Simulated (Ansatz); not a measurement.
Geometry optimisation, DFT r2SCAN, scalar-relativistic, plane waves, PAW in Ansatz.

The input (input.yaml):

```yaml
crystal:
  lattice:
    - [0.0, 5.43, 5.43]
    - [5.43, 0.0, 5.43]
    - [5.43, 5.43, 0.0]
  atoms:
    - { symbol: Si, position: [0.0, 0.0, 0.0] }
    - { symbol: Si, position: [0.125, 0.125, 0.125] }
    - { symbol: Si, position: [0.0, 0.0, 0.5] }
    - { symbol: Si, position: [0.125, 0.125, 0.625] }
    - { symbol: Si, position: [0.0, 0.5, 0.0] }
    - { symbol: Si, position: [0.125, 0.625, 0.125] }
    - { symbol: Si, position: [0.0, 0.5, 0.5] }
    - { symbol: Si, position: [0.125, 0.625, 0.625] }
    - { symbol: Si, position: [0.5, 0.0, 0.0] }
    - { symbol: Si, position: [0.625, 0.125, 0.125] }
    - { symbol: Si, position: [0.5, 0.0, 0.5] }
    - { symbol: Si, position: [0.625, 0.125, 0.625] }
    - { symbol: Si, position: [0.5, 0.5, 0.0] }
    - { symbol: Si, position: [0.625, 0.625, 0.125] }
    - { symbol: Si, position: [0.5, 0.5, 0.5] }
    - { symbol: Si, position: [0.625, 0.625, 0.625] }
    - { symbol: B, position: [0.5647521, 0.8110526, 0.81405], spin: 1.0 }
magnetization:
  spin_polarized: true
basis:
  ecutwfc: 500.0
kpoints:
  mp_grid: { grid: [2, 2, 2] }
hamiltonian:
  xc: r2scan
  pseudopotentials: { kind: paw, azcp: { folder: soft_1 } }
scf:
  occupations: { method: gaussian, width: 0.02 }
  lower_state_search: "off"
relax:
  f_tol: 0.03
  max_steps: 60
  adjacent_minimum: "off"
```

Run as:

```bash
$ ansatz run input.yaml --threads 4 --pin off --max-ram 10240MiB --backend cpu --events-out ev --progress --plain --runs-dir out
```

Task: Where does it end, and by what steps?

Result: The run converged. The force dipped under the threshold on the way, but the program's further checks kept it going. Limits of this set-up: coarse k mesh, a small cell, in which the defect meets its images, a typed lattice constant that wasn't relaxed here. After 5 steps the energy has fallen by 0.163 eV; Si9 moved furthest, 0.06 Å.

```json
{"step": "0", "energy less start (eV)": "0.0000", "largest force component (eV/Å)": "0.582", "accepted": "yes"}
{"step": "1", "energy less start (eV)": "-0.1542", "largest force component (eV/Å)": "0.105", "accepted": "yes"}
{"step": "2", "energy less start (eV)": "-0.1615", "largest force component (eV/Å)": "0.047", "accepted": "yes"}
{"step": "3", "energy less start (eV)": "-0.1630", "largest force component (eV/Å)": "0.010", "accepted": "yes"}
{"step": "4", "energy less start (eV)": "-0.1612", "largest force component (eV/Å)": "0.085", "accepted": "no"}
{"step": "5", "energy less start (eV)": "-0.1630", "largest force component (eV/Å)": "0.010", "accepted": "yes"}
```

```xyz
17
Lattice="0.0000 5.4300 5.4300 5.4300 0.0000 5.4300 5.4300 5.4300 0.0000" Properties=species:S:1:pos:R:3
Si -0.001 0.001 0.001
Si 1.370 1.341 1.338
Si 2.702 2.731 0.009
Si 4.090 4.063 1.341
Si 2.700 0.012 2.730
Si 4.092 1.341 4.060
Si 5.422 2.730 2.728
Si 6.796 4.065 4.064
Si 0.006 2.670 2.671
Si 1.349 4.079 4.080
Si 2.756 5.425 2.674
Si 4.033 6.825 4.076
Si 2.758 2.671 5.424
Si 4.032 4.079 6.827
Si 5.444 5.416 5.416
Si 6.785 6.825 6.826
B 8.790 7.515 7.504
```

Whether the end is a true minimum wasn't checked by a vibrational analysis.

Run time: 3.4 min on 4 threads of Arm Neoverse V1, with other jobs on the host, peak memory 1.6 GiB.
